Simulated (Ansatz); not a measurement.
# CH3BBrF: the cost of one run

Program: Ansatz 0.2.0. Level of theory: RKS BLYP/def2-SVP. These are calculated values, not measurements.

### 1 The system as given

Bond lengths: F1–B2 1.311 Å, B2–C3 1.576 Å, C3–Br4 1.969 Å, B2–H5 1.172 Å, C3–H6 1.087 Å, C3–H7 1.086 Å. Angles: F1–B2–C3 118.7°, F1–B2–H5 117.8°, C3–B2–H5 123.3°, B2–C3–Br4 97.9°, B2–C3–H6 116.9°, B2–C3–H7 117.7°, Br4–C3–H6 106.1°, Br4–C3–H7 105.7°, H6–C3–H7 110.5°.

As a file:

```xyz
7

F     1.6129    0.7390   -0.7338
B     0.3277    0.7146   -0.4745
C    -0.3126   -0.6254    0.0543
Br   -0.2808   -0.1997    1.9770
H    -0.2691    1.7185   -0.5732
H     0.2763   -1.5312   -0.0633
H    -1.3544   -0.8158   -0.1865
```

### 2 End point A

input.yaml

```yaml
crystal:
  periodic: [false, false, false]
  atoms:
    - { symbol: F, position_ang: [1.61294, 0.73902, -0.73377] }
    - { symbol: B, position_ang: [0.32769, 0.71455, -0.47451] }
    - { symbol: C, position_ang: [-0.31262, -0.62536, 0.05432] }
    - { symbol: Br, position_ang: [-0.28083, -0.19974, 1.97699] }
    - { symbol: H, position_ang: [-0.26913, 1.71854, -0.57324] }
    - { symbol: H, position_ang: [0.27633, -1.53125, -0.06326] }
    - { symbol: H, position_ang: [-1.35438, -0.81576, -0.18653] }
basis:
  gaussian: { orbitals: def2-SVP }
hamiltonian:
  xc: blyp
relax:
  f_tol: 0.015
  max_steps: 40
```

On the command line:

```sh
$ ansatz run input.yaml --threads 1 --pin off --max-ram 2048MiB --backend cpu --events-out ev --progress --plain --runs-dir out
```

What time and memory should one allow on 1 thread of Arm Neoverse V1, shared host?

About 27 s, with a peak of 0.14 GiB.
